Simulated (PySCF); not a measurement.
# NaCa⁻: the SCF solver's settings

The same problem is solved with other solver options, one edit a run.

Computed with PySCF 2.14.0. Level: each script names its method and basis.

## Step 1: The system as given

NaCa⁻: 2 atoms, charge -1, spin multiplicity 1.

No contacts short enough for the rule that draws bonds.

## Step 2: The run that the others are compared with

The input, input.py:

```python
from pyscf import gto, scf, tdscf

mol = gto.M(
    atom='Na 0 0 0; Ca 0 0 3.428',
    basis='x2c-svpall',
    charge=-1,
    spin=0,
    verbose=4,
)
mf = scf.RHF(mol)
mf = mf.sfx2c1e()
mf.kernel()
td = tdscf.TDA(mf)
td.nstates = 6
td.kernel()
td.analyze()
mf.dip_moment()
print('orbital energies (hartree):', mf.mo_energy[..., max(0, mol.nelec[1]-3):mol.nelec[0]+3].round(4))
```

The run is started by

```console
OMP_NUM_THREADS=1 python input.py
```

The log of this run is left out.

It gives: E(SCF) = -841.509758 Eh, 9 cycles, excitations 1.62, 1.62, 1.92, 3.07, 3.08 eV.

The bond length is a typed value, not an optimised one. The dipole of an ion depends on the origin.

## Step 3: Smearing width 0.2 hartree

Edit 1 changes smearing width: none → 0.2 hartree; step after the SCF: tda → none.

The input, input.py:

```python
from pyscf import gto, scf

mol = gto.M(
    atom='Na 0 0 0; Ca 0 0 3.428',
    basis='x2c-svpall',
    charge=-1,
    spin=0,
    verbose=4,
)
mf = scf.RHF(mol)
mf = mf.sfx2c1e()
mf = scf.addons.smearing_(mf, sigma=0.2, method='fermi')
mf.kernel()
mf.dip_moment()
print('orbital energies (hartree):', mf.mo_energy[..., max(0, mol.nelec[1]-3):mol.nelec[0]+3].round(4))
```

The run is started by

```console
OMP_NUM_THREADS=1 python input.py
```

## Step 4: Damping 0.95

Edit 2 changes damping: none → 0.95.

Edit input.py of step 2 so:

```diff
@@ -11,2 +11,4 @@
 mf = mf.sfx2c1e()
+mf.damp = 0.95
+mf.diis_start_cycle = 8
 mf.kernel()
```

## Step 5: Initial guess core

Edit 3 changes initial guess: minao → core.

Edit input.py of step 2 so:

```diff
@@ -11,2 +11,3 @@
 mf = mf.sfx2c1e()
+mf.init_guess = 'core'
 mf.kernel()
```

## Step 6: Smearing width 0.01 hartree

Edit 4 changes smearing width: none → 0.01 hartree; step after the SCF: tda → none.

Edit input.py of step 2 so:

```diff
@@ -1,2 +1,2 @@
-from pyscf import gto, scf, tdscf
+from pyscf import gto, scf
 
@@ -11,7 +11,4 @@
 mf = mf.sfx2c1e()
+mf = scf.addons.smearing_(mf, sigma=0.01, method='fermi')
 mf.kernel()
-td = tdscf.TDA(mf)
-td.nstates = 6
-td.kernel()
-td.analyze()
 mf.dip_moment()
```

What does the calculation give? Wanted: for each run, E(SCF); from base; gap; after the SCF.

**Answer**, as computed:

| run | E(SCF) (hartree) | from base (eV) | cycles | gap (eV) | after the SCF |
| --- | --- | --- | --- | --- | --- |
| base | -841.509758 | 0 | 9 | 4.62 | lowest root found 1.62 eV |
| smearing width 0.2 hartree (poor choice) | -840.591882 | not comparable | 13 | n/a | n/a |
| damping 0.95 | -841.509758 | 0.0000 | 15 | 4.62 | lowest root found 1.62 eV |
| initial guess core | -841.509758 | 0.0000 | 9 | 4.62 | lowest root found 1.62 eV |
| smearing width 0.01 hartree | -841.509674 | +0.0023 | 10 | n/a | n/a |

Distance from each run's final energy (log10 hartree) by cycle:

| run | cycle 1 | cycle 2 | cycle 3 | cycle 5 | cycle 8 | cycle 12 |
| --- | --- | --- | --- | --- | --- | --- |
| base | -2.0 | -2.8 | -3.3 | -5.1 | -9.3 | done |
| smearing width 0.2 hartree (poor choice) | -1.2 | -2.9 | -2.4 | -4.0 | -7.0 | -8.6 |
| damping 0.95 | -2.0 | -2.0 | -2.0 | -2.1 | -2.9 | -6.9 |
| initial guess core | -2.0 | -2.8 | -3.3 | -5.1 | -9.3 | done |
| smearing width 0.01 hartree | -1.8 | -2.8 | -3.3 | -5.1 | -8.6 | done |

With damping 0.95 or initial guess core the SCF ends at the base energy. PySCF falls back to minao for a guess that it doesn't know or can't read, so that run repeats the base. The base needs 9 cycles and the run with damping 0.95 needs 15. Rows marked «poor choice» come from settings spoiled on purpose.
